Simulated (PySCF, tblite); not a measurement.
# C₅H₄ClFOS: a rotation path, then NMR shifts on frames, part 2 of 2

tblite 0.8.0 and PySCF 2.14.0. Atoms count from 0.

## (5) Nuclear shieldings: image 5, PBE0/pcSseg-1

The job: settings as JSON, then the geometry in Å.

```
{"job": {"kind": "nmr", "xc": "PBE0", "basis": "pcSseg-1", "pop": false}, "charge": 0, "multiplicity": 1}
C     -2.433900     0.389100     0.667900
S     -1.000700     1.000700    -0.311100
O     -1.376900     0.862300    -1.714300
C      0.128500    -0.409600     0.083100
Cl    -0.484200    -1.911600     0.724000
C      1.410200    -0.273500    -0.162800
C      2.567700     0.500400    -0.638600
C      2.775200    -0.726300    -0.199800
F      3.609100    -1.695300     0.055300
H     -3.209900     1.145000     0.601600
H     -2.124900     0.258400     1.698300
H     -2.784000    -0.546000     0.244800
H      2.919400     1.406900    -1.066200
```

Level: GIAO PBE0/pcSseg-1 NMR shielding, non-relativistic, gas phase.

Log:

```text
coarse grid: 13336 points
cycle   1  E = -1225.1766703872  dE =  1.939e+00  |g| = 9.688e-01  |ddm| = 3.825e+00
cycle   2  E = -1224.2262188513  dE =  9.505e-01  |g| = 2.308e+00  |ddm| = 4.383e+00
cycle   3  E = -1225.3415805399  dE = -1.115e+00  |g| = 2.908e-01  |ddm| = 3.814e+00
cycle   4  E = -1225.3557499292  dE = -1.417e-02  |g| = 1.648e-01  |ddm| = 5.137e-01
cycle   5  E = -1225.3611947396  dE = -5.445e-03  |g| = 4.493e-02  |ddm| = 1.965e-01
cycle   6  E = -1225.3616260707  dE = -4.313e-04  |g| = 1.407e-02  |ddm| = 5.940e-02
cycle   7  E = -1225.3616731323  dE = -4.706e-05  |g| = 3.356e-03  |ddm| = 1.695e-02
cycle   8  E = -1225.3616754386  dE = -2.306e-06  |g| = 1.299e-03  |ddm| = 4.613e-03
final grid: 123832 points
cycle   9  E = -1225.4335852980  dE = -2.300e-05  |g| = 1.119e-02  |ddm| = 4.204e-02
cycle  10  E = -1225.4335336138  dE =  5.168e-05  |g| = 1.909e-02  |ddm| = 3.402e-02
cycle  11  E = -1225.4336107277  dE = -7.711e-05  |g| = 3.134e-03  |ddm| = 2.393e-02
cycle  12  E = -1225.4336126237  dE = -1.896e-06  |g| = 5.097e-04  |ddm| = 3.177e-03
cycle  13  E = -1225.4336126695  dE = -4.586e-08  |g| = 1.825e-04  |ddm| = 5.958e-04
cycle  14  E = -1225.4336126760  dE = -6.469e-09  |g| = 4.677e-05  |ddm| = 2.233e-04
cycle  15  E = -1225.4336126764  dE = -4.500e-10  |g| = 1.531e-05  |ddm| = 6.111e-05
converged SCF energy = -1225.4336126764

GIAO shielding tensors (ppm)
atom      isotropic    diamagn.    paramagn.     s11        s22        s33       span
  0 C      140.900     254.065    -113.165    113.566    131.329    177.806     64.241
  1 S      156.332    1051.001    -894.668    -51.408    106.525    413.880    465.287
  2 O      239.862     395.680    -155.817     17.953    228.980    472.654    454.700
  3 C       71.042     258.000    -186.958      3.925     99.448    109.753    105.828
  4 Cl     780.280    1148.198    -367.918    658.963    696.859    985.018    326.055
  5 C       59.076     243.389    -184.312    -45.639     51.714    171.154    216.793
  6 C       78.708     254.366    -175.658    -13.504     80.300    169.327    182.831
  7 C       23.075     261.026    -237.952    -72.888     58.840     83.272    156.159
  8 F      287.217     467.771    -180.554    105.408    258.207    498.036    392.627
  9 H       29.002      28.303       0.698     25.818     26.881     34.306      8.488
 10 H       29.886      30.634      -0.748     25.241     29.126     35.291     10.049
 11 H       28.516      30.510      -1.994     24.365     29.835     31.347      6.982
 12 H       25.207      30.618      -5.410     23.514     24.270     27.838      4.324
```

It took 64 s on 1 thread, shared host.

In short: δ C7 163.9, C5 127.8, C3 115.9, C6 108.2, H12 6.51, H11 3.20 ppm.

## (6) NMR shieldings: image 6, PBE0/pcSseg-1

The job: settings as JSON, then the geometry in Å.

```
{"job": {"kind": "nmr", "xc": "PBE0", "basis": "pcSseg-1", "pop": false}, "charge": 0, "multiplicity": 1}
C     -2.339800     0.455900     0.721600
S     -1.049800     0.913200    -0.510400
O     -1.625800     0.627800    -1.819300
C      0.091700    -0.473800    -0.086900
Cl    -0.552700    -2.025800     0.374900
C      1.385800    -0.294200    -0.203000
C      2.556600     0.541500    -0.512800
C      2.763700    -0.703300    -0.128200
F      3.604800    -1.659100     0.150600
H     -3.109700     1.219700     0.684000
H     -1.888000     0.424800     1.706000
H     -2.756500    -0.509000     0.454600
H      2.915500     1.482900    -0.848900
```

Level: GIAO PBE0/pcSseg-1 NMR shielding, non-relativistic, gas phase.

Log:

```text
coarse grid: 13336 points
cycle   1  E = -1225.1783478285  dE =  1.941e+00  |g| = 9.675e-01  |ddm| = 3.828e+00
cycle   2  E = -1224.1633211163  dE =  1.015e+00  |g| = 2.355e+00  |ddm| = 4.731e+00
cycle   3  E = -1225.3447274565  dE = -1.181e+00  |g| = 2.824e-01  |ddm| = 4.110e+00
cycle   4  E = -1225.3576187215  dE = -1.289e-02  |g| = 1.679e-01  |ddm| = 5.237e-01
cycle   5  E = -1225.3632054885  dE = -5.587e-03  |g| = 4.252e-02  |ddm| = 1.961e-01
cycle   6  E = -1225.3635943395  dE = -3.889e-04  |g| = 1.461e-02  |ddm| = 6.370e-02
cycle   7  E = -1225.3636438129  dE = -4.947e-05  |g| = 3.682e-03  |ddm| = 1.783e-02
cycle   8  E = -1225.3636467190  dE = -2.906e-06  |g| = 1.226e-03  |ddm| = 4.889e-03
final grid: 123832 points
cycle   9  E = -1225.4356924900  dE = -2.322e-05  |g| = 1.133e-02  |ddm| = 3.957e-02
cycle  10  E = -1225.4356390104  dE =  5.348e-05  |g| = 1.942e-02  |ddm| = 3.637e-02
cycle  11  E = -1225.4357185617  dE = -7.955e-05  |g| = 3.172e-03  |ddm| = 2.592e-02
cycle  12  E = -1225.4357205071  dE = -1.945e-06  |g| = 4.924e-04  |ddm| = 3.386e-03
cycle  13  E = -1225.4357205499  dE = -4.286e-08  |g| = 1.797e-04  |ddm| = 5.923e-04
cycle  14  E = -1225.4357205560  dE = -6.090e-09  |g| = 4.825e-05  |ddm| = 2.207e-04
cycle  15  E = -1225.4357205565  dE = -4.713e-10  |g| = 1.575e-05  |ddm| = 6.431e-05
converged SCF energy = -1225.4357205565

GIAO shielding tensors (ppm)
atom      isotropic    diamagn.    paramagn.     s11        s22        s33       span
  0 C      140.770     254.203    -113.432    110.478    130.705    181.128     70.649
  1 S      159.358    1050.832    -891.473    -44.868    109.724    413.219    458.087
  2 O      243.007     394.352    -151.345     25.977    233.061    469.982    444.005
  3 C       70.071     257.517    -187.446      6.434     98.379    105.399     98.965
  4 Cl     800.991    1147.980    -346.989    693.144    709.854    999.974    306.830
  5 C       60.471     243.978    -183.507    -42.265     53.308    170.369    212.635
  6 C       78.821     254.301    -175.480    -13.661     80.884    169.241    182.902
  7 C       23.525     260.940    -237.415    -73.075     60.313     83.336    156.411
  8 F      286.761     467.739    -180.977    106.178    258.214    495.892    389.715
  9 H       29.031      28.461       0.570     25.893     26.876     34.324      8.430
 10 H       30.029      30.714      -0.685     25.756     28.764     35.566      9.810
 11 H       28.384      30.540      -2.156     24.226     30.127     30.799      6.572
 12 H       25.268      30.602      -5.334     23.603     24.305     27.896      4.293
```

It took 55 s on 1 thread, shared host.

In short: δ C7 163.4, C5 126.5, C3 116.9, C6 108.1, H12 6.45, H11 3.33 ppm.

## (7) NMR shieldings: image 8, PBE0/pcSseg-1

The job: settings as JSON, then the geometry in Å.

```
{"job": {"kind": "nmr", "xc": "PBE0", "basis": "pcSseg-1", "pop": false}, "charge": 0, "multiplicity": 1}
C     -2.153800     0.574700     0.767200
S     -1.139100     0.772400    -0.759800
O     -1.967000     0.279200    -1.851200
C      0.037600    -0.577000    -0.326700
Cl    -0.628600    -2.175700    -0.174700
C      1.325000    -0.342900    -0.252400
C      2.470100     0.583000    -0.283300
C      2.707200    -0.693400    -0.050300
F      3.576200    -1.633100     0.194200
H     -3.008400     1.237700     0.680600
H     -1.542800     0.848700     1.619000
H     -2.488400    -0.453900     0.840100
H      2.807600     1.580700    -0.420500
```

With the program's defaults for keys left out, this is: GIAO PBE0/pcSseg-1 NMR shielding, non-relativistic, gas phase.

Log:

```text
coarse grid: 13336 points
cycle   1  E = -1225.1809304362  dE =  1.946e+00  |g| = 9.635e-01  |ddm| = 3.875e+00
cycle   2  E = -1224.2621776839  dE =  9.188e-01  |g| = 2.281e+00  |ddm| = 5.492e+00
cycle   3  E = -1225.3462929078  dE = -1.084e+00  |g| = 2.866e-01  |ddm| = 4.742e+00
cycle   4  E = -1225.3601171631  dE = -1.382e-02  |g| = 1.574e-01  |ddm| = 5.244e-01
cycle   5  E = -1225.3651624300  dE = -5.045e-03  |g| = 4.201e-02  |ddm| = 1.968e-01
cycle   6  E = -1225.3655432212  dE = -3.808e-04  |g| = 1.346e-02  |ddm| = 6.171e-02
cycle   7  E = -1225.3655859798  dE = -4.276e-05  |g| = 2.861e-03  |ddm| = 1.648e-02
cycle   8  E = -1225.3655876237  dE = -1.644e-06  |g| = 1.142e-03  |ddm| = 4.170e-03
final grid: 123832 points
cycle   9  E = -1225.4375629938  dE = -2.282e-05  |g| = 1.113e-02  |ddm| = 4.177e-02
cycle  10  E = -1225.4375110859  dE =  5.191e-05  |g| = 1.908e-02  |ddm| = 3.818e-02
cycle  11  E = -1225.4375879907  dE = -7.690e-05  |g| = 3.133e-03  |ddm| = 2.828e-02
cycle  12  E = -1225.4375898732  dE = -1.882e-06  |g| = 4.689e-04  |ddm| = 3.791e-03
cycle  13  E = -1225.4375899148  dE = -4.158e-08  |g| = 1.600e-04  |ddm| = 5.907e-04
cycle  14  E = -1225.4375899197  dE = -4.890e-09  |g| = 4.884e-05  |ddm| = 2.050e-04
cycle  15  E = -1225.4375899202  dE = -5.077e-10  |g| = 1.365e-05  |ddm| = 6.090e-05
converged SCF energy = -1225.4375899202

GIAO shielding tensors (ppm)
atom      isotropic    diamagn.    paramagn.     s11        s22        s33       span
  0 C      141.836     253.733    -111.897    104.246    134.605    186.657     82.411
  1 S      165.522    1050.946    -885.423    -11.112    108.461    399.218    410.329
  2 O      254.228     393.173    -138.945     44.350    254.478    463.856    419.505
  3 C       70.126     257.147    -187.021     16.324     91.453    102.600     86.276
  4 Cl     826.473    1147.477    -321.004    699.922    756.088   1023.408    323.486
  5 C       64.401     244.802    -180.400    -37.623     58.549    172.277    209.900
  6 C       78.938     253.743    -174.805    -13.277     80.035    170.056    183.333
  7 C       24.301     261.004    -236.703    -73.470     63.086     83.287    156.757
  8 F      286.873     467.659    -180.786    107.967    258.736    493.916    385.949
  9 H       29.377      28.579       0.798     26.544     26.737     34.850      8.306
 10 H       30.273      30.743      -0.470     26.429     28.512     35.878      9.449
 11 H       28.204      30.445      -2.241     24.062     29.867     30.681      6.620
 12 H       25.367      30.534      -5.166     23.758     24.427     27.916      4.158
```

It took 64 s on 1 thread, shared host.

This run: δ C7 162.6, C5 122.5, C3 116.8, C6 108.0, H12 6.35, H11 3.51 ppm.

## (8) Comparing the runs: NMR shifts

Shifts (ppm) of some atoms, chosen among heavy atoms and hydrogens apart, with basis size and wall time:

```csv
frame,C3,H10,H11,S1,O2,Cl4,F8,functions,time
image 0,106.6,2.61,2.30,352,69.8,149,-123.7,187,87 s
image 2,108.6,2.79,2.76,354,64.1,175,-121.4,187,66 s
image 5,115.9,1.83,3.20,347,96.2,169,-116.3,187,64 s
image 6,116.9,1.69,3.33,344,93.1,149,-115.8,187,55 s
image 8,116.8,1.44,3.51,338,81.9,123,-115.9,187,64 s
```

## (9) Results

This closing draws on all 2 parts.

| quantity | value |
| --- | --- |
| barrier | 0.155 eV (3.6 kcal/mol) at image 5 |
| end to end (GFN2-xTB) | 0.117 eV |
| 13C shifts against TMS (PBE0/pcSseg-1, image 0) | 159.2, 123.3, 109.8, 106.6, 47.1 ppm |
| 1H shifts against TMS (PBE0/pcSseg-1, image 0) | 6.72, 2.61, 2.58, 2.30 ppm |
| 33S shifts against CS2 (PBE0/pcSseg-1, image 0) | 352 ppm |
| 17O shifts against H2O (PBE0/pcSseg-1, image 0) | 69.8 ppm |
| 35Cl shifts against HCl (PBE0/pcSseg-1, image 0) | 149 ppm |
| 19F shifts against CFCl3 (PBE0/pcSseg-1, image 0) | -123.7 ppm |
| surface potential, 1st and 99th percentile | -1.76 V and 1.48 V |
| range of the shift of Cl4 | 123 to 175 ppm |

**Reading.** Along the band the dihedral turns by 134°, and the top (dihedral 17°) lies 3.6 kcal/mol above the start (GFN2-xTB, rough), so at room temperature this motion is fast. The top was not checked by a frequency run. Shifts at one fixed geometry are not the observed spectrum, which averages over the motion. At PBE0/pcSseg-1, counted by nearest atom on the grid, the HOMO lies on C3 23 %; O2 14 %, the LUMO on C6, C7 about 34 % each; H12 13 %. In ppm, Cl4 moves most: its shift spreads over 51 ppm, from 123 (image 8) to 175 (image 2).
